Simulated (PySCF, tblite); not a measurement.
# C7H12AlN: geometry, infrared bands and NMR shifts

Wanted: the infrared bands and NMR shifts of C7H12AlN (`C#C[C]1([AlH][NH]C)CCC1`), by calculation.

Computed with tblite 0.8.0 and PySCF 2.14.0, with density-fitted response routines of our own, on a single molecule in the gas phase. Atoms are numbered from 0 throughout.

### 1 Starting geometry

21 atoms, charge 0, multiplicity 1; geometry from: force field or distance geometry start.

Bonds of the start (Å): C0–C1 1.21, C1–C2 1.44, C2–Al3 1.98, Al3–N4 1.87, N4–C5 1.42, C2–C6 1.51, C6–C7 1.51, C7–C8 1.51, C8–C2 1.54, C0–H9 1.08, Al3–H10 1.62, N4–H11 1.02, C5–H12 1.13, C5–H13 1.14, C5–H14 1.10, C6–H15 1.11, C6–H16 1.11, C7–H17 1.14, C7–H18 1.11, C8–H19 1.11, C8–H20 1.10.

### 2 Optimising the geometry with GFN2-xTB

What the job is given:

```
{"job": {"kind": "relax", "xc": "GFN2-xTB", "basis": "xTB"}, "charge": 0, "multiplicity": 1}
C     -0.170600     1.694100     2.146400
C     -0.403500     0.894700     1.269100
C     -0.673400    -0.084100     0.251800
Al     0.878800    -1.107300    -0.427200
N      2.651500    -0.515200    -0.454100
C      2.877600     0.867300    -0.218500
C     -1.848600    -0.948800     0.648400
C     -2.284600    -0.880200    -0.796700
C     -1.568600     0.446200    -0.877600
H     -0.004000     2.424500     2.923400
H      0.493800    -2.367600    -1.371200
H      3.383900    -1.177000    -0.200100
H      3.428900     1.024700     0.755200
H      3.611900     1.209900    -1.013700
H      2.002500     1.523000    -0.294400
H     -1.490000    -1.930000     1.018300
H     -2.608200    -0.440700     1.272800
H     -1.813900    -1.710900    -1.413200
H     -3.385500    -0.817600    -0.949800
H     -2.157900     1.310000    -0.516600
H     -0.929200     0.602000    -1.752800
```

Run with:

```bash
$ OMP_NUM_THREADS=1 python probes_run.py task.json out
```

One launch serves the whole session: the jobs run in the order shown.

**Question.** This job is followed by: GFN2-xTB harmonic vibrations, gas phase; GIAO PBE0/pcSseg-1 NMR shielding, non-relativistic, gas phase. What will the session give for the following? strongest single infrared mode (GFN2-xTB); zero-point energy (GFN2-xTB); ¹³C shifts against TMS (PBE0/pcSseg-1, means over atoms taken as alike); ¹H shifts against TMS (PBE0/pcSseg-1, means over atoms taken as alike); ²⁷Al shifts against AlH4- (PBE0/pcSseg-1); ¹⁵N shifts against NH3 (PBE0/pcSseg-1); surface potential, 1st and 99th percentile.

As calculated:

| quantity | value |
| --- | --- |
| strongest single infrared mode (GFN2-xTB) | 1796 cm⁻¹, 395 km/mol |
| zero-point energy (GFN2-xTB) | 103.6 kcal/mol |
| ¹³C shifts against TMS (PBE0/pcSseg-1, means over atoms taken as alike) | 97.7, 75.7, 36.0, 34.4, 19.3, 16.6 ppm |
| ¹H shifts against TMS (PBE0/pcSseg-1, means over atoms taken as alike) | 4.51, 3.22, 2.58, 2.43, 2.16, 2.04, 1.99, 1.93 ppm |
| ²⁷Al shifts against AlH4- (PBE0/pcSseg-1) | 128.5 ppm |
| ¹⁵N shifts against NH3 (PBE0/pcSseg-1) | 71.8 ppm |
| surface potential, 1st and 99th percentile | -0.98 V and 1.97 V |

In words: Relaxing lowered the energy by 0.878 eV in 130 steps; the close pair that moved most is Al3–N4, from 1.869 to 1.783 Å. No mode is imaginary among the 57: a minimum at this level. The strongest single mode, at 1796 cm⁻¹, moves mainly H10. GFN2-xTB is a fitted tight-binding method: band positions and strengths are rough. Its intensities can rank the bands wrongly. At PBE0/pcSseg-1: The widest tensor belongs to C1: span 322 ppm, with a paramagnetic part of -167 ppm. At PBE0/pcSseg-1, counted by nearest atom on the grid, the HOMO lies on C0 26 %; C2 19 %, the LUMO on Al3 41 %; H10 15 %.
